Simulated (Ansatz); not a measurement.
# GdAlGa: the cost of one run

Method: DFT PBEsol+U (U_eff = 7 eV on Gd 4f), scalar-relativistic, plane waves, PAW, in Ansatz 0.2.0.

5 further runs of the same task are left out: 4 that didn't finish, 1 set aside as unsound or not needed.

### 1 Starting point

Symmetry: P-6m2, No. 187, hexagonal system. The conventional cell has a = 4.450 Å, b = 4.450 Å, c = 3.714 Å, α = 90.00°, β = 90.00°, γ = 120.00°. Al (site symmetry -6m2) is surrounded by 3 Ga at 2.57 Å. Around Ga (site symmetry -6m2) lie 3 Al at 2.57 Å. Gd (site symmetry -6m2) is surrounded by 6 Ga at 3.17 Å and 6 Al at 3.17 Å.

As a file:

```
Al Ga Gd
1.0
     4.44993    0.00000    0.00000
    -2.22496    3.85375    0.00000
     0.00000    0.00000    3.71448
Al Ga Gd
1 1 1
Direct
  0.00000 0.00000 0.50000
  0.33333 0.66667 0.50000
  0.66667 0.33333 0.00000
```

The cell is the database one, not relaxed. At PBEsol+U (U_eff = 7 eV on Gd 4f), an earlier run found -2.91 GPa for this cell of 21.233 Å³/atom (8×8×8 mesh), no gap, moments in the atoms' spheres Gd 7.12 μB.

### 2 Exchange couplings, spin waves and anisotropy by the force theorem

input.yaml

```yaml
crystal:
  lattice:
    - [4.4499258688, 0.0, 0.0]
    - [-2.2249629344, 3.8537488473, 0.0]
    - [0.0, 0.0, 3.7144838622]
  atoms:
    - { symbol: Al, position: [0.0, 0.0, 0.5] }
    - { symbol: Ga, position: [0.3333333333, 0.6666666667, 0.5] }
    - { symbol: Gd, position: [0.6666666667, 0.3333333333, 0.0], spin: 7.84 }
basis:
  ecutwfc: 420
  ecutrho_ratio: 4
kpoints:
  mp_grid: { grid: [8, 8, 8] }
  band_path:
    path:
      - [[0.0, 0.0, 0.0], [0.5, 0.0, 0.0], [0.33333333, 0.33333333, 0.0], [0.0, 0.0, 0.0], [0.0, 0.0, 0.5], [0.5, 0.0, 0.5], [0.33333333, 0.33333333, 0.5], [0.0, 0.0, 0.5]]
      - [[0.5, 0.0, 0.5], [0.5, 0.0, 0.0]]
      - [[0.33333333, 0.33333333, 0.5], [0.33333333, 0.33333333, 0.0]]
    npoints: 6
hamiltonian:
  xc: pbesol
  hubbard: { sites: [{ species: Gd, l: f, u_eff: 7.0 }] }
scf:
  occupations: { method: gaussian, width: 0.05 }
  lower_state_search: "off"
output:
  forces: true
  stress: true
  eigenvalues: true
  populations: true
  hubbard: { sites: [{ species: Gd, l: f }] }
  eigenstates:
    nscf_kmesh: { grid: [8, 8, 8] }
    top_band: c42
    exchange_couplings: { magnetic: [{ site: 2 }], antisymmetric: true }
    magnetocrystalline_anisotropy: {}
magnetization:
  spin_polarized: true
checkpoint:
  read: start.run
  write: ck
  compress: false
  write_wavefunctions: false
  write_every: 100000
```

The run starts from a saved state of the same cell, the folder start.run.

Run with:

```
> ansatz run input.yaml --threads 4 --pin off --max-ram 9216MiB --backend cpu --events-out ev --progress --plain --runs-dir out
```

What time and memory should one allow on 4 threads of AMD EPYC 7R43 (Zen 3), shared host?

About 3.9 min, with a peak of 2.4 GiB.
